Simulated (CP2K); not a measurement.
# CH5FSn (SMILES [CH3][SnH2][F]): GFN2-xTB

Aim: the vertical ionisation energy of CH5FSn at GFN2-xTB, from 2 runs. 

The calculation is run with CP2K 2026.2.

1 further run of the same task is left out (set aside as unsound or not needed).

## Step 1: The structure to begin with

CH5FSn: 8 atoms, total charge 0, spin state singlet. SMILES: `[CH3][SnH2][F]`. Geometry: relaxed at PBE0-D4/def2-TZVP.

Bond lengths: C1–Sn2 2.124 Å, Sn2–F3 1.932 Å, C1–H4 1.090 Å, C1–H5 1.090 Å, C1–H6 1.091 Å, Sn2–H7 1.706 Å, Sn2–H8 1.706 Å. Some angles: C1–Sn2–F3 104.3°, C1–Sn2–H7 114.7°, C1–Sn2–H8 114.7°, F3–Sn2–H7 104.3°, F3–Sn2–H8 104.3°, Sn2–C1–H4 109.4°, Sn2–C1–H5 109.3°, Sn2–C1–H6 110.4°, H7–Sn2–H8 112.9°, H4–C1–H5 109.3°.

## Step 2: Energy and gradient at GFN2-xTB

job.inp reads:

```
&GLOBAL
  PROJECT_NAME job
  RUN_TYPE ENERGY_FORCE
  PRINT_LEVEL MEDIUM
&END GLOBAL

&FORCE_EVAL
  METHOD Quickstep
  &DFT
    &QS
      METHOD XTB
      EPS_DEFAULT 1.0E-10
      &XTB
        GFN_TYPE TBLITE
        &TBLITE
          METHOD GFN2
        &END TBLITE
        CHECK_ATOMIC_CHARGES F
      &END XTB
    &END QS
    ! isolated system
    &POISSON
      PERIODIC NONE
      POISSON_SOLVER ANALYTIC
    &END POISSON
    ! SCF settings
    &SCF
      SCF_GUESS ATOMIC
      EPS_SCF 1.0E-07
      MAX_SCF 150
      ADDED_MOS 8
      &DIAGONALIZATION
        ALGORITHM STANDARD
      &END DIAGONALIZATION
      &MIXING
        METHOD DIRECT_P_MIXING
        ALPHA 0.4
      &END MIXING
      &SMEAR ON
        METHOD FERMI_DIRAC
        ELECTRONIC_TEMPERATURE [K] 300
      &END SMEAR
    &END SCF
    ! extra output
    &PRINT
      &MOMENTS
        PERIODIC F
        REFERENCE COM
        MAX_MOMENT 1
      &END MOMENTS
      &MO ON
        ENERGIES T
        OCCUPATION_NUMBERS T
        NDIGITS 6
        &EACH
          QS_SCF 0
        &END EACH
        ADD_LAST NUMERIC
      &END MO
      &HIRSHFELD OFF
      &END HIRSHFELD
    &END PRINT
  &END DFT
  ! structure
  &SUBSYS
    ! box in angstrom
    &CELL
      ABC 20.1 19.4 18.9
      PERIODIC NONE
    &END CELL
    &COORD
      C     -0.890200     0.708200    -0.186700
      Sn     0.793700    -0.509100     0.253600
      F      0.721900    -1.917900    -1.065900
      H     -0.791700     1.111800    -1.193900
      H     -1.795800     0.105100    -0.127100
      H     -0.959800     1.531700     0.525100
      H      0.710200    -1.326500     1.748800
      H      2.303900     0.239500    -0.009800
    &END COORD
    &TOPOLOGY
      &CENTER_COORDINATES
      &END CENTER_COORDINATES
    &END TOPOLOGY
  &END SUBSYS
  &PRINT
    &FORCES ON
    &END FORCES
  &END PRINT
&END FORCE_EVAL
```

Started as:

```sh
$ OMP_NUM_THREADS=1 cp2k.psmp -i job.inp > job.out 2>&1
```

Standard output:

```text
CP2K| version string:                                       CP2K version 2026.2
[...]
 GLOBAL| Method name                                                        CP2K
[...]
 GLOBAL| Run type                                                   ENERGY_FORCE
[...]
                             - Atoms:                                          8
[...]
                             - Spherical basis functions:                     22
[...]
 Number of electrons:                                                         20
[...]
  *** SCF run converged in    24 steps ***
[...]
  Fermi energy:                                                -0.25376807665447
[...]
 TB_DIPOLE| Moment [Debye]         -0.53125852       2.58164048       1.81801253
 TB_DIPOLE| Derivative [a.u.]       0.00000000       0.00000000       0.00000000
[...]
 ENERGY| Total FORCE_EVAL ( QS ) energy [hartree]            -11.510594361373851
 FORCES| Atomic forces [hartree/bohr]
 FORCES|   Atom     x               y               z               |f|
 FORCES|      1 -6.75471796E-03  5.30204770E-03 -1.13797906E-03   8.66215452E-03
 FORCES|      2  5.57301765E-03  2.71014577E-03  7.44206422E-03   9.68440683E-03
 FORCES|      3  6.40193471E-04 -2.69376702E-03 -1.82282611E-03   3.31495452E-03
 FORCES|      4 -1.22041040E-03 -6.73590839E-04  2.13831639E-03   2.55255228E-03
 FORCES|      5  1.48298734E-03  2.06231138E-03 -6.92134072E-04   2.63276077E-03
 FORCES|      6 -3.83127325E-04 -2.75451422E-03 -2.99734313E-03   4.08878967E-03
 FORCES|      7  2.23414317E-03 -1.06483051E-04 -3.57769602E-03   4.21931786E-03
 FORCES|      8 -1.57208594E-03 -3.84614973E-03  6.47597789E-04   4.20519974E-03
 FORCES| Sum     1.12757026E-17  2.25514052E-17 -1.18178037E-17
 FORCES| Total atomic force                                       2.78454274E-17
[...]
```

It took 1.6 s on 1 thread of Intel Xeon Platinum 8259CL at 2.50GHz (Skylake/Cascade Lake), shared host; peak memory 0.19 GiB.

## Step 3: The doublet cation, same level

gas.inp reads:

```
&FORCE_EVAL
  METHOD QUICKSTEP
  &DFT
    CHARGE 1
    MULTIPLICITY 2
    UKS T
    &QS
      METHOD XTB
      EPS_DEFAULT 1.0E-10
      &XTB
        GFN_TYPE TBLITE
        &TBLITE
          METHOD GFN2
        &END
        CHECK_ATOMIC_CHARGES F
      &END
    &END
    &POISSON
      PERIODIC NONE
      POISSON_SOLVER ANALYTIC
    &END
    &SCF
      SCF_GUESS ATOMIC
      EPS_SCF 1.0E-07
      MAX_SCF 150
      ADDED_MOS 8
      &DIAGONALIZATION
        ALGORITHM STANDARD
      &END
      &MIXING
        METHOD DIRECT_P_MIXING
        ALPHA 0.4
      &END
      &SMEAR ON
        METHOD FERMI_DIRAC
        ELECTRONIC_TEMPERATURE [K] 300
      &END
    &END
    &PRINT
      &MOMENTS
        PERIODIC F
        REFERENCE COM
        MAX_MOMENT 1
      &END
      &MO ON
        ENERGIES T
        OCCUPATION_NUMBERS T
        NDIGITS 6
        &EACH
          QS_SCF 0
        &END
        ADD_LAST NUMERIC
      &END
      &HIRSHFELD OFF
      &END
    &END
  &END
  &SUBSYS
    &CELL
      ABC [angstrom] 20.1 19.4 18.9
      PERIODIC NONE
    &END
    &COORD
      C     -0.890200     0.708200    -0.186700
      Sn     0.793700    -0.509100     0.253600
      F      0.721900    -1.917900    -1.065900
      H     -0.791700     1.111800    -1.193900
      H     -1.795800     0.105100    -0.127100
      H     -0.959800     1.531700     0.525100
      H      0.710200    -1.326500     1.748800
      H      2.303900     0.239500    -0.009800
    &END
    &TOPOLOGY
      &CENTER_COORDINATES
      &END
    &END
  &END
  &PRINT
    &FORCES ON
    &END
  &END
&END

&GLOBAL
  PROJECT_NAME gas
  RUN_TYPE ENERGY_FORCE
  PRINT_LEVEL MEDIUM
&END
```

Started as:

```sh
$ OMP_NUM_THREADS=1 cp2k.psmp -i gas.inp -o gas.out
```

Standard output:

```text
CP2K| version string:                                       CP2K version 2026.2
[...]
 GLOBAL| Method name                                                        CP2K
[...]
 GLOBAL| Run type                                                   ENERGY_FORCE
[...]
                             - Atoms:                                          8
[...]
                             - Spherical basis functions:                     22
[...]
 Number of electrons:                                                         10
[...]
  *** SCF run converged in    91 steps ***
[...]
  Fermi energy:                                                -0.65558619039986
[...]
 TB_DIPOLE| Moment [Debye]         -1.90323461       4.16724417       1.99232873
 TB_DIPOLE| Derivative [a.u.]       0.00000000       0.00000000       0.00000000
[...]
 ENERGY| Total FORCE_EVAL ( QS ) energy [hartree]            -10.966193250609001
 FORCES| Atomic forces [hartree/bohr]
 FORCES|   Atom     x               y               z               |f|
 FORCES|      1 -2.40009201E-02  1.85613107E-02 -4.82163164E-03   3.07215650E-02
 FORCES|      2  1.44107031E-02 -7.23996446E-03  6.45837168E-03   1.73722771E-02
 FORCES|      3 -4.30427860E-04 -1.97091399E-04 -5.58980995E-04   7.32511375E-04
 FORCES|      4  4.46455495E-03 -1.14397588E-03 -5.35729247E-03   7.06693104E-03
 FORCES|      5 -1.24836397E-03 -6.85426749E-03  7.42124558E-04   7.00643592E-03
 FORCES|      6  4.01604000E-03  5.49695875E-05  3.77232550E-03   5.51017591E-03
 FORCES|      7 -1.36555963E-03 -4.30475501E-03  2.92318456E-03   5.37965397E-03
 FORCES|      8  4.15397355E-03  1.12377394E-03 -3.15810120E-03   5.33778674E-03
 FORCES| Sum     6.93889390E-18  1.05818132E-16 -1.44415729E-16
 FORCES| Total atomic force                                       1.79168993E-16
[...]
```

Wall time 1.8 s (1 thread of Intel Xeon Platinum 8259CL at 2.50GHz (Skylake/Cascade Lake), shared host); peak memory 0.19 GiB.

## Step 4: Results

Level: GFN2-xTB.

| quantity | value |
| --- | --- |
| singlet CH5FSn: total energy | -11.51059 Eh |
| singlet CH5FSn: dipole moment (from atomic charges alone) | 3.20 D |
| singlet CH5FSn: HOMO energy | -11.80 eV |
| singlet CH5FSn: LUMO energy | -6.01 eV |
| singlet CH5FSn: HOMO–LUMO gap | 5.79 eV |
| singlet CH5FSn: largest force on an atom | 0.498 eV/Å |
| doublet cation: total energy | -10.96619 Eh |
| doublet cation: HOMO energy (highest over α and β) | -17.87 eV |
| doublet cation: LUMO energy (lowest over α and β) | -17.81 eV |
| doublet cation: largest force on an atom | 1.580 eV/Å |
| vertical ionisation energy (to the doublet cation) | 14.814 eV |

What this shows: The vertical ionisation energy comes to 14.81 eV (342 kcal/mol). The largest force (singlet CH5FSn) is 0.50 eV/Å: the shape isn't a stationary point for this species at this level. No empirical shift is applied, and without it xTB methods put this difference several eV too high. The dipole (singlet CH5FSn) comes from point charges on the atoms alone, without atomic dipoles, so it is partial.
